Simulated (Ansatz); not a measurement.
# MnPt2: the cost of one run

Computed with Ansatz 0.2.0 (DFT r2SCAN, scalar-relativistic, plane waves, PAW, unless a step's input says otherwise).

The COD entry's cell or inner coordinates are ideal or old and differ from later refinements, so a difference from it is no clean test against experiment.

1 further run of the same task is left out (it didn't finish).

## 1. The starting structure

The structure is cubic, space group Pn-3m (No. 224). The conventional cell has a = 4.616 Å, b = 4.616 Å, c = 4.616 Å, α = 90.00°, β = 90.00°, γ = 90.00°. Mn (site symmetry -43m) is surrounded by 4 Pt at 2.00 Å. Pt (site symmetry -3m) is surrounded by 2 Mn at 2.00 Å.

Structure file:

```
CELL_PARAMETERS angstrom
4.61599 0.00000 0.00000
0.00000 4.61599 0.00000
0.00000 0.00000 4.61599
ATOMIC_POSITIONS crystal
Mn 0.00000 0.00000 0.00000
Mn 0.50000 0.50000 0.50000
Pt 0.25000 0.25000 0.25000
Pt 0.25000 0.75000 0.75000
Pt 0.75000 0.75000 0.25000
Pt 0.75000 0.25000 0.75000
```

This is candidate A: cuprite type (Pn-3m, No. 224).

(A quick probe on a coarse mesh, which set the mesh and smearing, is not shown.)

## 3. A loose first relaxation (candidate A)

input.yaml

```yaml
crystal:
  lattice:
    - [4.6159880878, 0.0, 0.0]
    - [0.0, 4.6159880878, 0.0]
    - [0.0, 0.0, 4.6159880878]
  atoms:
    - { symbol: Mn, position: [0.0, 0.0, 0.0], spin: 0.16 }
    - { symbol: Mn, position: [0.5, 0.5, 0.5], spin: 0.16 }
    - { symbol: Pt, position: [0.25, 0.25, 0.25] }
    - { symbol: Pt, position: [0.25, 0.75, 0.75] }
    - { symbol: Pt, position: [0.75, 0.75, 0.25] }
    - { symbol: Pt, position: [0.75, 0.25, 0.75] }
basis:
  ecutwfc: 500
kpoints:
  mp_grid: { grid: [4, 4, 4] }
hamiltonian:
  xc: r2scan
scf:
  occupations: { method: gaussian, width: 0.1 }
  lower_state_search: "off"
output:
  forces: true
  stress: true
  eigenvalues: true
  populations: true
magnetization:
  spin_polarized: true
relax:
  adjacent_minimum: "off"
  f_tol: 0.04
  max_steps: 70
  cell: { stress_tol: 0.4 }
```

Run with:

```bash
$ ansatz run input.yaml --threads 1 --pin off --max-ram 3072MiB --backend cpu --events-out ev --progress --plain --runs-dir out
```

**Question.** How long does this run take on 1 thread of Arm Neoverse V2, shared host, and how much memory does it need?

About 4.7 min, with a peak of 0.79 GiB.
